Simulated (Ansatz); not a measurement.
# TiH (doublet): from Hartree-Fock to the top rungs, def2-TZVP

How much of the correlation energy of TiH (doublet) does each wave-function method recover here?

Method: def2-TZVP, core rule «outside noble gas», up to 9 orbitals frozen; program: Ansatz 0.2.0, Gaussian basis.

The runs, in order: UHF; CCSD(T) on ROHF; CCSD(T) on UHF; CISD; CCSDT(Q) on ROHF; CCSDT(Q) on UHF; Full CI.

22 further runs of the same task are left out: 12 for a known fault of the program, 5 that didn't finish, 5 set aside as unsound or not needed.

## (1) The system

The geometry is a PBE0/def2-TZVP stationary point (not a proven minimum) of the parent state, kept for this charge and spin.

2 atoms, charge 0, spin multiplicity 2.

Atoms are counted from 1 here; the program's logs count them from 0.

Bond lengths: Ti1–H2 1.754 Å.

## (2) UHF

Contents of in.yaml:

```yaml
crystal:
  periodic: [false, false, false]
  atoms:
    - {symbol: Ti, position_ang: [0.000000, 0.000000, 0.000000]}
    - {symbol: H, position_ang: [0.000000, 0.000000, 1.753968]}
basis:
  gaussian: {orbitals: def2-TZVP}
magnetization: {spin_polarized: true, initial_magnetization: 1}
hamiltonian: {xc: hf}
output: {orbitals: {seedname: orbitals}}
```

Run with:

```sh
> ansatz run in.yaml --threads 1 --pin off --events-out ev --progress --plain --max-ram 2393MiB
```

After this run come: CCSD(T) on ROHF; CCSD(T) on UHF; CISD; CCSDT(Q) on ROHF; CCSDT(Q) on UHF; Full CI.

Q: Predict the results of all the runs planned. Wanted: FCI below the RHF energy; RMP2 from FCI; RCCSD from FCI; RCCSD(T) from FCI; RCCSDT(Q) from FCI; T1 diagnostic; effectively unpaired electrons.

As calculated:

```
                         quantity              value
         FCI below the RHF energy         -2.9698 eV
                    RMP2 from FCI         +961.8 meV
                   RCCSD from FCI         +162.8 meV
                RCCSD(T) from FCI          +51.0 meV
               RCCSDT(Q) from FCI           +1.0 meV
levels within 1 kcal/mol (43 meV)  RCCSDT, RCCSDT(Q)
                    T1 diagnostic              0.088
   effectively unpaired electrons               1.45
```

**Reading.** RCCSD(T) lands +51.0 meV from the yardstick (1.7 % of the correlation energy). The occupations show some static correlation. These misses are within one basis, not against nature.
